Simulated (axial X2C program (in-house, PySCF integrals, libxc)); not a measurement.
**A two-component session on SnSe⁺: properties at the nuclei**

Aim: properties at the nuclei of SnSe⁺, with spin–orbit coupling in the Hamiltonian from the start.

Method: two-component X2C with atomic mean-field terms, Sn dyall-cv3z, Se dyall-cv3z; program: an in-house X2C program for linear molecules on PySCF integrals.

All values are calculated.

## (1) Input

Input file task.json:

```json
{"zs": [50, 34], "q": 1, "bas": ["dyall-cv3z", "dyall-cv3z"], "r0": 2.37, "levels": ["PBE0", "HF", "B3LYP", "PBE50", "PBE"], "nst": 3}
```

Keys: zs atomic numbers; q charge; bas basis sets; r0 starting distance in Å; levels methods (HF also brings MP2); nst determinants followed.

The run is started by

```
> python soeom.py task.json out
```

After this run come: Expectation values, lowest determinant; Expectation values, a higher determinant; Expectation values, a higher determinant.

What does the calculation give? Wanted: lowest determinant; Eeff magnitude; Ws magnitude Sn; A∥/gI Sn; qzz Sn; higher determinant (for each run or level that gives them).

The runs gave:

| quantity | value |
| --- | --- |
| lowest determinant | Ω = 3/2 (excess of +ω over −ω: ω = 3/2) |
| Eeff magnitude (GV/cm), PBE0 | 0.0399 |
| Ws magnitude Sn (kHz), PBE0 | 0.0704 |
| A∥/gI Sn (MHz), PBE0 | 118 |
| qzz Sn (a.u.), PBE0 | -6.79 |
| higher determinant | Ω = 1/2 (excess of +ω over −ω: ω = 1/2) |
| Eeff magnitude (GV/cm), PBE0, higher determinant | 0.882 |
| Ws magnitude Sn (kHz), PBE0, higher determinant | 0.782 |
| A∥/gI Sn (MHz), PBE0, higher determinant | 448 |
| qzz Sn (a.u.), PBE0, higher determinant | -6.91 |
| higher determinant | Ω = 1/2 (excess of +ω over −ω: 2 × ω = -1/2, ω = 3/2) |
| Eeff magnitude (GV/cm), PBE0, higher determinant | 1.3 |
| Ws magnitude Sn (kHz), PBE0, higher determinant | 1.55 |
| A∥/gI Sn (MHz), PBE0, higher determinant | -3060 |
| qzz Sn (a.u.), PBE0, higher determinant | -0.43 |

**Reading.** In the first state, the effective field runs from 0.0168 to 0.936 GV/cm over the mean-field levels, so the levels don't agree on it. The expectation values come from single determinants, which for open shells can mix terms of unlike spin or miss the lowest Ω, so a determinant need not be a state. Eeff is the effective electric field on the electron dipole moment in this Ω state and Ws the scalar–pseudoscalar constant (defined with the proton number Z and per Ω); A∥ is the parallel hyperfine constant, which follows by multiplying with the nuclear g factor gI = μI/(I μN); qzz is the electric field gradient, eQq0 = 234.96 MHz × Q/barn × qzz. The operators were transformed with the bare-nucleus X2C matrices.
